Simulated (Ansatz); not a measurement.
MnSb4:

```
Sb Mn
1.0
     3.08050    0.00000    0.00000
     0.00000    3.08050    0.00000
     0.00000    0.00000   14.99420
Sb Mn
4 1
Cartesian
  0.0000 0.0000 12.2905
  0.0000 0.0000 9.0048
  0.0000 0.0000 5.9894
  0.0000 0.0000 2.7037
  0.0000 0.0000 0.0000
```

The cell comes from a database or a generator and needn't be the stable form of this composition.

Program: Ansatz 0.2.0. Alike in all runs: potentials or basis Ansatz PAW; spin collinear, ferromagnetic start; cell as given; k mesh 9 × 9 × 2; cutoff (eV) 420; smearing fermi-dirac 0.05 eV.

Problem. Order these runs on this cell by their pressure, lowest first.
A. level PBE
B. level LDA+U; U Mn d U = 3 eV; hubbard projectors ortho-atomic (the default); double counting fll (the default)
C. level LDA

Solution. C (-4.5 GPa), B (-2.9 GPa), A (-0.4 GPa).

Caveats: a cell with one magnetic atom can't hold antiferromagnetic order, which such compounds often take; the PAW data sets come from PBE, with cores solved anew for the run's functional, which leaves a small shift of forces and pressure (some runs); the density of states is complete only up to the lowest level of the last band computed (some runs); the magnetic or orbital state may not be the lowest (some runs); the U is typed as a test and isn't derived for this compound (some runs).

Not every run made on this cell is shown here.
